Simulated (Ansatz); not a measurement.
What does this script print? It uses Ansatz 0.2.0, Python API.

The script, `run_bend.py`:
```python
"""Energy of FGe2H5S against one bond angle."""

import ansatz
from ase import Atoms


def main() -> None:
    atoms = Atoms(["F", "Ge", "S", "Ge", "H", "H", "H", "H", "H"], positions=[
        (-2.2789, -0.8148, 0.6046),
        (-0.7698, 0.0116, 0.7659),
        (-1.0446, 2.2128, 0.5431),
        (0.7949, -0.7703, -0.935),
        (-0.1732, -0.3161, 2.1451),
        (0.3697, 2.4456, 0.7097),
        (0.1533, -0.4565, -2.3222),
        (0.9387, -2.2964, -0.7906),
        (2.0984, -0.0621, -0.7376),
    ])

    # relax first, so that the scan starts from a minimum
    first = (
        ansatz.Crystal.molecule_from_ase(atoms).calculation()
        .basis(gaussian="def2-SVP")
        .functional("R2SCAN0")
        .relax(force_tolerance=0.02, max_steps=80)
    )
    atoms.positions = first.run(threads=1, pin="off").report["positions_ang"]

    rows = []
    for angle in [85, 95, 105, 115, 125, 140, 160]:
        bent = atoms.copy()
        bent.set_angle(1, 2, 5, angle, indices=[5])
        calc = (
            ansatz.Crystal.molecule_from_ase(bent).calculation()
            .basis(gaussian="def2-SVP")
            .functional("R2SCAN0")
        )
        rows.append((angle, calc.run(threads=1, pin="off").report["free_energy_ev"]))
    floor = min(e for _, e in rows)
    for angle, e in rows:
        print(f"angle Ge1-S2-H5 = {angle:3d} deg   {1000 * (e - floor):9.1f} meV")


if __name__ == "__main__":
    main()
```

Output of `python run_bend.py`:
```text
angle Ge1-S2-H5 =  85 deg        51.6 meV
angle Ge1-S2-H5 =  95 deg         0.0 meV
angle Ge1-S2-H5 = 105 deg        53.4 meV
angle Ge1-S2-H5 = 115 deg       202.3 meV
angle Ge1-S2-H5 = 125 deg       433.8 meV
angle Ge1-S2-H5 = 140 deg       894.4 meV
angle Ge1-S2-H5 = 160 deg      1551.6 meV
```

The scan is rigid, and the energies are electronic, in a modest basis. The zero is the lowest point of the grid, which needn't be the minimum. Wall time of the script: 5.5 min on 1 thread of Arm Neoverse V1, with other jobs on the host, peak memory 0.43 GiB.
